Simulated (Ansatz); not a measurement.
# ClH3Sn: the cost of one run

All numbers below are computed with Ansatz 0.2.0 (RKS CAM-B3LYP-D4/def2-SVP).

**1. The structure to begin with**

Bond lengths: Sn1–Cl2 2.610 Å, Sn1–H3 1.940 Å, Sn1–H4 1.739 Å, Sn1–H5 1.739 Å. Angles: Cl2–Sn1–H3 45.6°, Cl2–Sn1–H4 123.0°, Cl2–Sn1–H5 123.0°, H3–Sn1–H4 121.2°, H3–Sn1–H5 121.2°, H4–Sn1–H5 109.5°.

As a file:

```xyz
5

Sn    0.0000    0.0000    0.0000
Cl    1.5152    0.0000    2.1251
H     1.9164    0.0000    0.3021
H    -0.8195    1.4198   -0.5794
H    -0.8195   -1.4198   -0.5794
```

**2. A restrained relaxation towards end A**

Springs on the bonds that form and break draw the guess towards this end; the thresholds are loose.

The input, input.yaml:

```yaml
crystal:
  periodic: [false, false, false]
  atoms:
    - { symbol: Sn, position_ang: [0.0, 0.0, 0.0] }
    - { symbol: Cl, position_ang: [1.5152, 0.0, 2.1251] }
    - { symbol: H, position_ang: [1.9164, 0.0, 0.3021] }
    - { symbol: H, position_ang: [-0.8195, 1.4198, -0.5794] }
    - { symbol: H, position_ang: [-0.8195, -1.4198, -0.5794] }
basis:
  gaussian: { orbitals: def2-SVP }
hamiltonian:
  xc: cam_b3lyp
  dispersion: d4
relax:
  f_tol: 0.15
  max_steps: 25
  restrain:
    - { distance: [1, 2], at: 2.57, k: 30.0 }
    - { distance: [0, 1], at: 2.41, k: 30.0 }
    - { distance: [0, 2], at: 1.74, k: 30.0 }
```

Launch:

```sh
ansatz run input.yaml --threads 2 --pin off --max-ram 3072MiB --backend cpu --events-out ev --progress --plain --runs-dir out
```

Q: Estimate wall time and peak memory on 2 threads of AMD EPYC 9R45 (Zen 5), shared host.

About 4.5 s, with a peak of 0.15 GiB.
